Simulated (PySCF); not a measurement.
# TlPb: from the state search to spectroscopic constants

What are the lowest state that PBE0 finds, the bond length, vibrational wavenumber and bond energy of TlPb, and how much do these hang on the method?

Computed with PySCF 2.14.0. Level: Tl cc-pVDZ-PP with ECP60, Pb cc-pVDZ-PP with ECP60, scalar-relativistic core potentials.

**1. Set-up**

The job is set up so:

- atoms: Tl, Pb
- charge: 0
- basis: Tl cc-pVDZ-PP with ECP60, Pb cc-pVDZ-PP with ECP60
- Hamiltonian: scalar-relativistic core potentials
- basis functions: 46
- electrons treated: 43
- masses in u: 204.9744, 207.9766
- levels: PBE0, PBE, r²SCAN, M06, BP86, revPBE, HSE06, HF, MP2, SCS-MP2, CCSD, CCSD(T)
- grid: 80 radial by 434 angular points
- occupations: held fixed by the projection of orbital angular momentum
- dissociation limit: Tl + Pb, each in its ground configuration
- starting distance in angstrom: 2.825
- values of 2S to try: 1, 3

Run with:

```console
> OMP_NUM_THREADS=1 python dia.py task.json out
```

Further steps of the session: PBE0 along the bond; Other states along the same grid; PBE; r²SCAN (meta-GGA); M06 (hybrid meta-GGA); BP86 (GGA); revPBE; HSE06 (range-separated hybrid); UHF (mean field); Adding correlation.

Q: Predict the outcome of this session. Wanted: for each run, Re; ωe; De; μ.

The runs gave:

Lowest PBE0 solution found, without spin–orbit coupling: ⁴Σ⁻ (quartet), unpaired electrons σ ↑, π ↑↑. State 2 has its PBE0 minimum 0.41 eV higher, as a spin-mixed determinant (⟨S²⟩ = 1.76), so this is no gap between pure states. State 3 has its PBE0 minimum 0.42 eV higher, as a spin-mixed determinant (⟨S²⟩ = 1.76), so this is no gap between pure states. State 4 has its PBE0 minimum 0.63 eV higher. The other levels ran on the lowest alone.

| level | Re (Å) | ωe (cm⁻¹) | De (eV) | μ (D) |
| --- | --- | --- | --- | --- |
| UHF | 3.056 | 94.2 | 1.07 | -3.34 |
| UHF-MP2 | 2.964 | 109.4 | 1.65 | n/a |
| UHF-SCS-MP2 | 2.982 | 105.7 | 1.44 | n/a |
| UHF-CCSD | 3.001 | 103.8 | 1.55 | n/a |
| UHF-CCSD(T) | 2.998 | 104.2 | 1.62 | n/a |
| PBE | 3.009 | 98.6 | 1.98 | -1.44 |
| revPBE | 3.042 | 94.3 | 1.82 | -1.60 |
| BP86 | 3.010 | 98.1 | 1.95 | -1.44 |
| r²SCAN | 2.970 | 104.0 | 1.96 | -1.76 |
| PBE0 | 2.970 | 104.6 | 1.84 | -1.80 |
| M06 | 3.005 | 105.3 | 1.99 | -1.12 |
| HSE06 | 2.977 | 103.9 | 1.88 | -1.69 |

De is counted to Tl + Pb in their ground configurations. A positive dipole means Tl(−)Pb(+).

Differences from CCSD(T) in the same basis:

| level | Re (mÅ) | ωe (%) |
| --- | --- | --- |
| UHF | +57 | -9.7 |
| UHF-MP2 | -34 | +4.9 |
| UHF-SCS-MP2 | -16 | +1.4 |
| UHF-CCSD | +3 | -0.4 |
| PBE | +11 | -5.4 |
| revPBE | +44 | -9.5 |
| BP86 | +12 | -5.8 |
| r²SCAN | -28 | -0.3 |
| PBE0 | -28 | +0.3 |
| M06 | +7 | +1.0 |
| HSE06 | -21 | -0.3 |

Against CCSD(T) in the same basis, the bond length is nearest at UHF-CCSD (+3 mÅ) and farthest at UHF (+57 mÅ); the wavenumber is nearest at r²SCAN and PBE0 and HSE06 (0.3 % off) and farthest at UHF (-9.7 %). CCSD(T) in a basis this small is itself some way from its limit, more so than the functionals. Of the levels with a De here, UHF gives the least (1.07 eV) and M06 the most (1.99 eV).

Correlated steps freeze 8 core orbitals. These are scalar-relativistic numbers at best; spin–orbit coupling would shift them, the dissociation energy most. With spin–orbit coupling the term label itself may not hold.
